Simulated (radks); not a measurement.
# Li⁻ held by a Watson sphere

An exercise on one series of results from a longer session: the logs are not shown, and one member is left open.

Program: radks (a radial shooting solver on a logarithmic mesh, Libxc functionals) version 1. Level of theory: non-relativistic Kohn-Sham, LDA (Slater exchange, Perdew-Wang correlation), spin-unpolarised, spherical densities, point nucleus. These are calculated values, not measurements, unless marked.

## The atom as given

| Item | Value |
| --- | --- |
| element | lithium (Z = 3) |
| charge | -1 |
| electrons | 4 |
| configuration | [He] 2s2 |

The outer shells:

Li⁻
```
[He] core
2s [↑↓]
```

Set-up of the first run:

Settings of this run:

```text
Z 3
configuration [He] 2s2
relativity non-relativistic
functional lda,pw
spin unpolarised
nucleus point
watson charge 1 radius 1.95 bohr
response adiabatic LDA kernel
```

Steps of the session up to this table: R = 1.95 bohr; R = 2.01 bohr; R = 3.17 bohr; R = 3.79 bohr; R = 3.97 bohr.

One table of the session follows, with a row left open; its other results are not shown here.

| R (bohr) | highest level (eV) | its <r> (bohr) | sum of <r²> (bohr²) | α (bohr³) |
| --- | --- | --- | --- | --- |
| 1.95 | -4.602 | 3.211 | 25.34 | 85.57 |
| 2.01 | ? | ? | ? | ? |
| 3.17 | -4.012 | 3.646 | 32.06 | 125.9 |
| 3.79 | -3.696 | 3.874 | 36.06 | 155.6 |
| 3.97 | -3.607 | 3.938 | 37.25 | 165.2 |

**Question.** Estimate the row for R (bohr) = 2.01.

Worked estimate for «highest level (eV)». A straight line through the neighbours (1.95, -4.602) and (3.17, -4.012) gives -4.602 + (-4.012 + 4.602) × (2.01 − 1.95) / (3.17 − 1.95) = -4.573; a parabola fitted to 3 rows on both sides gives -4.574.

As computed: highest level (eV): -4.578; its <r> (bohr): 3.230; sum of <r²> (bohr²): 25.61; α (bohr³): 86.90. In «highest level (eV)» the line misses by +0.005 and the parabola by +0.004.

What this shows: From R = 1.95 to 3.97 bohr the top level moves from -4.602 to -3.607 eV and its mean radius from 3.21 to 3.94 bohr. A wider sphere makes a shallower well, so the ion swells. Response by self-consistent Sternheimer equations with the Hartree and adiabatic LDA kernel.
